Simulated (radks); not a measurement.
# The Coulomb parameter U of the 4f shell of Yb²⁺

The task here is to estimate one member of a computed series from the others.

Method: scalar-relativistic Kohn-Sham, r2SCAN, spin-unpolarised, spherical densities, finite nucleus. Code: radks (a radial shooting solver on a logarithmic mesh, Libxc functionals) version 1.

## What is computed

```
element            : ytterbium (Z = 70)
charge             : +2
electrons          : 68
configuration      : [Xe] 4f12.5 5d1.5
nuclear rms radius : 5.3108 fm
```

Set-up of the first run:

Input:

```text
Z 70
configuration [Xe] 4f12.5 5d1.5
relativity scalar-relativistic
functional r2scan,r2scan
spin unpolarised
nucleus finite rms 5.3108 fm
c 137.035999084
```

Among the steps run: Start: [Xe] 4f12.5 5d1.5.

One table of the session follows, with a row left open; its other results are not shown here.

It belongs to the step «Start: [Xe] 4f12.5 5d1.5». Sizes of the orbitals, from the radial functions (bohr):

| level | <r> | outermost maximum (interpolated) | 90 % within | nodes |
| --- | --- | --- | --- | --- |
| 3d | ? | ? | ? | ? |
| 4s | 0.4874 | 0.455 | 0.700 | 3 |
| 4p | 0.5171 | 0.476 | 0.751 | 2 |
| 4d | 0.5576 | 0.490 | 0.837 | 1 |
| 5s | 1.187 | 1.06 | 1.71 | 4 |
| 5p | 1.391 | 1.21 | 2.04 | 3 |
| 4f | 0.7193 | 0.480 | 1.23 | 0 |
| 5d | 2.184 | 1.68 | 3.42 | 2 |

Q: Estimate the row for 3d from the others.

The run gave: <r>: 0.1961; outermost maximum (interpolated): 0.160; 90 % within: 0.305; nodes: 0. In the column «<r>» it is the lowest.
